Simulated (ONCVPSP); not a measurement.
**Pseudopotential generation for tungsten: ONCV, PBE**

Aim: build the potential from the settings below, then test how well it stands in for the atom: other configurations, scattering, ghost states and the plane-wave cutoff that it needs.

Program: ONCVPSP 4.0.1.1 (patched build). Reference atom: PBE, scalar-relativistic, spherical and spin-unpolarised. All values are calculated.

### Step 1. Settings

Typed settings, in words:

* element: tungsten (W, Z = 74)
* type: optimised norm-conserving Vanderbilt (ONCV)
* frozen core: [Kr] 4d10 4f14
* valence charge: 14
* reference configuration: 5s2 5p6 5d4 (charge +2)
* partial waves: 5s: rc 1.55 bohr, ncon 5, nbas 8, qcut 6.5 1/bohr, 1 projector; 5p: rc 1.50 bohr, ncon 4, nbas 9, qcut 8.9 1/bohr, 2 projectors, debl 0.9 Ha; 5d: rc 1.90 bohr, ncon 4, nbas 8, qcut 5.1 1/bohr, 2 projectors, debl 1.2 Ha
* local potential: polynomial inside 0.95 bohr (lpopt 1, dvloc0 0 Ha)
* core correction: not asked for

### Step 2. Generating the potential

W.dat reads:

```
# ATOM AND REFERENCE CONFIGURATION
# atsym  z   nc   nv     iexc    psfile
  W 74.00   10    3        4      upf
#
#   n    l    f
    1    0    2.00
    2    0    2.00
    2    1    6.00
    3    0    2.00
    3    1    6.00
    3    2   10.00
    4    0    2.00
    4    1    6.00
    4    2   10.00
    4    3   14.00
    5    0    2.00
    5    1    6.00
    5    2    4.00
#
# PSEUDOPOTENTIAL AND OPTIMIZATION
# lmax
    2
#
#   l,   rc,      ep,       ncon, nbas, qcut
    0    1.55    0.00    5    8    6.50
    1    1.50    0.00    4    9    8.90
    2    1.90    0.00    4    8    5.10
#
# LOCAL POTENTIAL
# lloc, lpopt,  rc(5),   dvloc0
    4    1    0.95    0.00
#
# VANDERBILT-KLEINMAN-BYLANDER PROJECTORs
# l, nproj, debl
    0    1    0.40
    1    2    0.90
    2    2    1.20
#
# MODEL CORE CHARGE
# icmod, fcfact, rcfact
    0    0.00    0.00
#
# LOG DERIVATIVE ANALYSIS
# epsh1, epsh2, depsh
   -5.00    5.00    0.04
#
# OUTPUT GRID
# rlmax, drl
    6.00    0.01
#
# TEST CONFIGURATIONS
# ncnf
    4
# nvcnf
#   n    l    f
    4
    5    0    2.00
    5    1    6.00
    5    2    4.00
    6    0    2.00
#
    4
    5    0    2.00
    5    1    6.00
    5    2    4.00
    6    0    1.00
#
    3
    5    0    2.00
    5    1    6.00
    5    2    3.00
#
    4
    5    0    1.00
    5    1    6.00
    5    2    4.00
    6    0    2.00
#
```

Command:

```bash
$ oncvpsp.x < W.dat > W.out
```

Q: Predict the outcome of this session. Wanted: cutoffs for 1 and 0.1 mHa per electron, occupied waves; bound ghosts; GHOST(+) flags; largest test error; largest phase difference near zero energy, channels read; projector energies reset by the program.

**Answer**, as computed:

| quantity | value |
| --- | --- |
| cutoffs for 1 and 0.1 mHa per electron, occupied waves | 35 Ha and 67 Ha |
| bound ghosts | none below the valence levels; a pole at negative energy in s is suspect |
| GHOST(+) flags | s at -82 eV, p at 303 eV |
| largest test error (AE − PS) | -4.2 meV, for 5s2 5p6 5d3 (3 tests unsolved) |
| largest phase difference near zero energy, channels read | 3.102 rad |
| projector energies reset by the program | p: -2.179, 0.250 Ha |

**Reading.** The worst unpolarised test, 5s2 5p6 5d3, is off by 4.2 meV on 25.4 eV; by total energies transferability rates as very good where solved. Of the tests 3 gave no usable energy difference, which is a warning in itself. The potential is hard: the looser tolerance needs 35 Ha. At the looser tolerance the 5s wave is the slowest; 5p needs 28 Ha. The ghost test, which looks below the valence levels, finds nothing, but the pseudo curve has an extra pole at negative energy (s at -3.06 Ha): a spurious bound state among the atom's levels is likely, and the file can't be cleared. Of the channels read, s scatters worst near zero energy, by up to 3.10 rad. A step near π is an extra or missing state, not a misfit of shape. The pseudo curves have a pole with no partner nearby in the atom's: s at -3.06 Ha. The program also flags highly localised states, GHOST(+) (s, p). Note that the frozen 4f shell (-49 eV) lies higher than the valence 5s shell (-95 eV). These are tests on the free atom; a crystal test is still owed.
